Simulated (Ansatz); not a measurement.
# AlFH4OSi: small, medium and large basis sets

How large a basis does AlFH4OSi need? Two functionals are run in growing sets.

Program: Ansatz 0.2.0, Gaussian basis. Level of theory: one geometry, several basis sets. These are calculated values, not measurements.

Levels to be run: PBE0-D4/def2-SVP; ωB97M-V/def2-SVP; PBE0-D4/def2-QZVPP; ωB97M-V/def2-QZVPP; the functionals' def2-TZVPP values are taken from earlier runs.

### 1 The relaxed structure

An earlier PBE0-D4 in a triple-zeta def2 set relaxation fixed the geometry.

SMILES `O[SiH](F)[AlH2]`, 8 atoms, charge 0, spin multiplicity 1.

Atoms are counted from 1 here; the program's logs count them from 0.

Bond lengths: O1–Si2 1.646 Å, O1–H5 0.959 Å, Si2–F3 1.610 Å, Si2–Al4 2.471 Å, Si2–H6 1.493 Å, Al4–H7 1.587 Å, Al4–H8 1.589 Å. Angles: Si2–O1–H5 118.7°, O1–Si2–F3 109.7°, O1–Si2–Al4 105.0°, O1–Si2–H6 109.2°, F3–Si2–Al4 110.8°, F3–Si2–H6 103.8°, Al4–Si2–H6 118.2°, Si2–Al4–H7 120.4°, Si2–Al4–H8 120.0°, H7–Al4–H8 119.6°.

Geometry (Å):

```xyz
8
AlFH4OSi
O     0.5196    1.4812   -0.8374
Si    0.3008    0.5307    0.4882
F     1.7217    0.2379    1.1874
Al   -0.6996   -1.5559   -0.3782
H     0.7603    2.4011   -0.7093
H    -0.4536    1.2981    1.5238
H     0.2020   -2.6344   -1.1149
H    -2.2588   -1.8159   -0.2154
```

### 2 PBE0-D4 in def2-SVP

The input, in.yaml:

```yaml
crystal:
  periodic: [false, false, false]
  atoms:
    - {symbol: O, position_ang: [0.519572, 1.481222, -0.837371]}
    - {symbol: Si, position_ang: [0.300761, 0.530739, 0.488210]}
    - {symbol: F, position_ang: [1.721685, 0.237866, 1.187411]}
    - {symbol: Al, position_ang: [-0.699596, -1.555882, -0.378170]}
    - {symbol: H, position_ang: [0.760259, 2.401056, -0.709345]}
    - {symbol: H, position_ang: [-0.453610, 1.298143, 1.523812]}
    - {symbol: H, position_ang: [0.202012, -2.634355, -1.114906]}
    - {symbol: H, position_ang: [-2.258785, -1.815890, -0.215442]}
basis:
  gaussian: {orbitals: def2-SVP}
hamiltonian: {xc: pbe0, dispersion: d4}
output: {orbitals: {seedname: orbitals}}
```

Command:

```bash
$ ansatz run in.yaml --threads 2 --pin off --events-out ev --progress --plain --max-ram 4352MiB
```

The runs that follow: ωB97M-V in def2-SVP; PBE0-D4 in def2-QZVPP; ωB97M-V in def2-QZVPP.

Q: Predict the results of all the runs planned. Wanted: PBE0-D4: double and triple zeta above quadruple; ωB97M-V: double and triple zeta above quadruple.

**Answer**, as computed:

```
                                       quantity           value
PBE0-D4: double and triple zeta above quadruple  12.24, 0.76 eV
ωB97M-V: double and triple zeta above quadruple  12.34, 0.73 eV
```

For PBE0-D4 the step from double to triple zeta gains 11.48 eV and the next only 0.76 eV. These are total energies; as a rule much of such shifts cancels in differences, which this series doesn't test.
